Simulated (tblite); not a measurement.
# C16H16BF: the cost of one run

Computed with tblite 0.8.0 and PySCF 2.14.0 and routines of our own; the level stands in each step. Atoms count from 0.

### 1 The starting structure

34 atoms, charge 0, multiplicity 1; geometry from: force field or distance geometry start.

### 2 Optimising the geometry with GFN2-xTB

Job settings and geometry (Å):

```
{"job": {"kind": "relax", "xc": "GFN2-xTB", "basis": "xTB"}, "charge": 0, "multiplicity": 1}
C     -5.259800     1.005900     1.180400
B     -4.595100    -0.030700     0.169900
C     -5.522200    -0.962700    -0.719000
C     -3.010000    -0.143300     0.072100
C     -2.414000    -1.072000    -0.791700
C     -1.026600    -1.171700    -0.888400
C     -0.193200    -0.346400    -0.109700
C      1.283300    -0.496600    -0.219700
C      2.153600     0.463400     0.100900
C      3.614500     0.320500    -0.031300
C      4.401800     1.480500    -0.143000
C      5.791200     1.387600    -0.257400
C      6.412100     0.141800    -0.251600
F      7.769800     0.053100    -0.376400
C      5.646700    -1.011700    -0.137700
C      4.256200    -0.933700    -0.010100
C     -0.788500     0.562900     0.791400
C     -2.182500     0.654500     0.875900
H     -4.946300     2.040700     0.925200
H     -4.955800     0.779500     2.228300
H     -6.377900     0.962600     1.121800
H     -5.322700    -0.764700    -1.793500
H     -5.328700    -2.018700    -0.478900
H     -6.608300    -0.751200    -0.526300
H     -3.013100    -1.712500    -1.421000
H     -0.599300    -1.890200    -1.567000
H      1.643600    -1.418400    -0.658500
H      1.777300     1.434700     0.417300
H      3.942400     2.462100    -0.142900
H      6.391500     2.292100    -0.339800
H      6.139800    -1.987800    -0.128300
H      3.695100    -1.848300     0.104700
H     -0.191000     1.179400     1.439400
H     -2.597300     1.369000     1.583200
```

Launch:

```
> OMP_NUM_THREADS=1 python excited_run.py task.json out
```

The driver reads the jobs from task.json and runs them one after another.

Q: Estimate the wall time and peak memory of this first job on 1 thread of Arm Neoverse V2, shared host.

About 2.1 s, with a peak of 0.18 GiB.
